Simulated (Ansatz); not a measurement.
**C₂H₂F₂OTi: how energies converge with the basis set**

How large a basis does C₂H₂F₂OTi need? Two functionals are run in growing sets.

Method: one geometry, several basis sets; program: Ansatz 0.2.0, Gaussian basis.

The runs, in order: PBE0-D4/def2-SVP; ωB97M-V/def2-SVP; PBE0-D4/def2-QZVPP; ωB97M-V/def2-QZVPP; the functionals' def2-TZVPP values are taken from earlier runs.

**1. Structure used throughout**

An earlier PBE0-D4 in a triple-zeta def2 set relaxation fixed the geometry.

SMILES `C#[C][Ti]([OH])([F])[F]`, 8 atoms, charge 0, spin multiplicity 1.

Atoms are counted from 1 here; the program's logs count them from 0.

Bond lengths: C1–C2 1.214 Å, C1–H7 1.067 Å, C2–Ti3 2.022 Å, Ti3–O4 1.762 Å, Ti3–F5 1.748 Å, Ti3–F6 1.747 Å, O4–H8 0.958 Å. Angles: C2–C1–H7 179.8°, C1–C2–Ti3 178.9°, C2–Ti3–O4 107.2°, C2–Ti3–F5 109.3°, C2–Ti3–F6 107.8°, O4–Ti3–F5 110.2°, O4–Ti3–F6 110.7°, F5–Ti3–F6 111.5°, Ti3–O4–H8 140.0°.

**2. PBE0-D4 in def2-SVP**

Input file in.yaml:

```yaml
crystal:
  periodic: [false, false, false]
  atoms:
    - {symbol: C, position_ang: [1.390819, -1.352770, -1.370988]}
    - {symbol: C, position_ang: [0.781717, -0.555562, -0.688179]}
    - {symbol: Ti, position_ang: [-0.200108, 0.795435, 0.450923]}
    - {symbol: O, position_ang: [-1.850263, 0.211202, 0.648434]}
    - {symbol: F, position_ang: [-0.201130, 2.344168, -0.360342]}
    - {symbol: F, position_ang: [0.613603, 0.882671, 1.994355]}
    - {symbol: H, position_ang: [1.928583, -2.051176, -1.972435]}
    - {symbol: H, position_ang: [-2.370920, -0.331068, 1.242531]}
basis:
  gaussian: {orbitals: def2-SVP}
hamiltonian: {xc: pbe0, dispersion: d4}
output: {orbitals: {seedname: orbitals}}
```

After this run come: ωB97M-V in def2-SVP; PBE0-D4 in def2-QZVPP; ωB97M-V in def2-QZVPP.

Before running them: what should the planned runs give, taken together? Wanted: PBE0-D4: double and triple zeta above quadruple; ωB97M-V: double and triple zeta above quadruple.

The runs gave:

```
                                       quantity           value
PBE0-D4: double and triple zeta above quadruple  15.82, 0.95 eV
ωB97M-V: double and triple zeta above quadruple  16.03, 0.88 eV
```

In words: PBE0-D4 gains 14.87 eV from double to triple zeta, then 0.95 eV more. These are total energies; as a rule much of such shifts cancels in differences, which this series doesn't test.
